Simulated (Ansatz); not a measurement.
# Eu3MgB: the cost of one run

Computed with Ansatz 0.2.0 (DFT PBE, scalar-relativistic, plane waves, PAW, unless a step's input says otherwise).

1 further run of the same task is left out (it didn't finish).

## (1) The starting structure

Symmetry: P6/mmm, No. 191, hexagonal system. The conventional cell has a = 5.759 Å, b = 5.759 Å, c = 3.892 Å, α = 90.00°, β = 90.00°, γ = 120.00°. Eu (site symmetry mmm) is surrounded by 2 Mg at 2.88 Å and 4 Eu at 2.88 Å. Around Mg (site symmetry 6/mmm) lie 2 B at 1.95 Å. B (site symmetry 6/mmm) is surrounded by 2 Mg at 1.95 Å.

Coordinates:

```
Eu Mg B
1.0
     5.75868    0.00000    0.00000
    -2.87934    4.98717    0.00000
     0.00000    0.00000    3.89213
Eu Mg B
3 1 1
Direct
  0.50000 0.00000 0.00000
  0.00000 0.50000 0.00000
  0.50000 0.50000 0.00000
  0.00000 0.00000 0.00000
  0.00000 0.00000 0.50000
```

Recipe of the guess: random cell by space group and Wyckoff sites (P6/mmm, No. 191). Its size is a rough estimate.

## (2) A first look at the guess

File input.yaml:

```yaml
crystal:
  lattice:
    - [5.75868278, 0.0, 0.0]
    - [-2.87934139, 4.98716558, 0.0]
    - [0.0, 0.0, 3.89212884]
  atoms:
    - { symbol: Eu, position: [0.5, 0.0, 0.0], spin: 7.0 }
    - { symbol: Eu, position: [0.0, 0.5, 0.0], spin: 7.0 }
    - { symbol: Eu, position: [0.5, 0.5, 0.0], spin: 7.0 }
    - { symbol: Mg, position: [0.0, 0.0, 0.0] }
    - { symbol: B, position: [0.0, 0.0, 0.5] }
basis:
  ecutwfc: 420
kpoints:
  mp_grid: { grid: [3, 3, 4] }
hamiltonian:
  xc: pbe
scf:
  occupations: { method: gaussian, width: 0.1 }
  lower_state_search: "off"
output:
  forces: true
  stress: true
  eigenvalues: true
  populations: true
magnetization:
  spin_polarized: true
```

The run is started by

```console
ansatz run input.yaml --threads 1 --pin off --max-ram 2560MiB --backend cpu --events-out ev --progress --plain --runs-dir out
```

**Question.** How long does this run take on 1 thread of Intel Xeon Platinum 8488C (Sapphire Rapids), shared host, and how much memory does it need?

About 9.7 s, with a peak of 0.48 GiB.
